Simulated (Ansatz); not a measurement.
Cl2H2Sn, SMILES [Cl][SnH2][Cl]: a ladder of basis sets, run with Ansatz 0.2.0, Python API.

`basis_cl2h2sn.py`:
```python
"""How the energy of Cl2H2Sn converges with the basis."""

import logging
import sys
import warnings

import ansatz as az

logging.basicConfig(stream=sys.stdout, format="[%(levelname)s] %(message)s")
logger = logging.getLogger("calc")
logger.setLevel(logging.INFO)

warnings.simplefilter("ignore", az.DeckWarning)

geometry_ang = [
    ("Cl", [-1.8464, -0.3275, 1.2527]),
    ("Sn", [0.1094, -0.071, 0.0283]),
    ("Cl", [-0.2649, 1.3542, -1.831]),
    ("H", [0.6996, -1.6336, -0.5388]),
    ("H", [1.3522, 0.6043, 1.0474]),
]
molecule = az.Crystal.molecule()
for symbol, xyz in geometry_ang:
    molecule = molecule.atom(symbol, xyz)

job = molecule.calculation().functional("HF")

energies = {}
for basis in ["def2-SVP", "def2-SVPD", "def2-TZVP", "def2-TZVPP"]:
    report = job.basis(gaussian=basis).run().report
    size = report["n_frozen"] + report["n_occupied"][0] + report["n_virtual"][0]
    energies[basis] = (report["reference_energy_ev"] / 27.211386246, report["free_energy_ev"] / 27.211386246)
    logger.info(f"{basis:14s} {size:4d} orbitals  reference {energies[basis][0]:14.6f} Ha  total {energies[basis][1]:14.6f} Ha")

last = energies["def2-TZVPP"][1]
for basis, (_, total) in energies.items():
    logger.info(f"{basis:14s} lies {27.211386 * (total - last):9.4f} eV above def2-TZVPP")
```

How far does the total energy move along this ladder of basis sets?

Against def2-SVP: def2-SVPD -15.6 mHa, def2-TZVP -327.8 mHa and def2-TZVPP -328.3 mHa. The last step alone is -0.56 mHa (these two sets differ little on atoms other than hydrogen).

The output:

```console
$ python basis_cl2h2sn.py
[INFO] def2-SVP         72 orbitals  reference   -1133.293035 Ha  total   -1133.293035 Ha
[INFO] def2-SVPD       102 orbitals  reference   -1133.308601 Ha  total   -1133.308601 Ha
[INFO] def2-TZVP       136 orbitals  reference   -1133.620807 Ha  total   -1133.620807 Ha
[INFO] def2-TZVPP      162 orbitals  reference   -1133.621364 Ha  total   -1133.621364 Ha
[INFO] def2-SVP       lies    8.9343 eV above def2-TZVPP
[INFO] def2-SVPD      lies    8.5107 eV above def2-TZVPP
[INFO] def2-TZVP      lies    0.0152 eV above def2-TZVPP
[INFO] def2-TZVPP     lies    0.0000 eV above def2-TZVPP
```

The drop along the ladder measures the basis error, and is no property of the molecule. The geometry is a force-field or estimated start, not a minimum of this method, and the last set is no limit. Much of the fall in a total is atomic energy, which cancels in bond and reaction energies. def2 sets replace the cores of elements past krypton by effective core potentials. Wall time of the script: 2.9 s on 1 thread of AMD EPYC 9R45 (Zen 5), with other jobs on the host, peak memory 0.36 GiB.
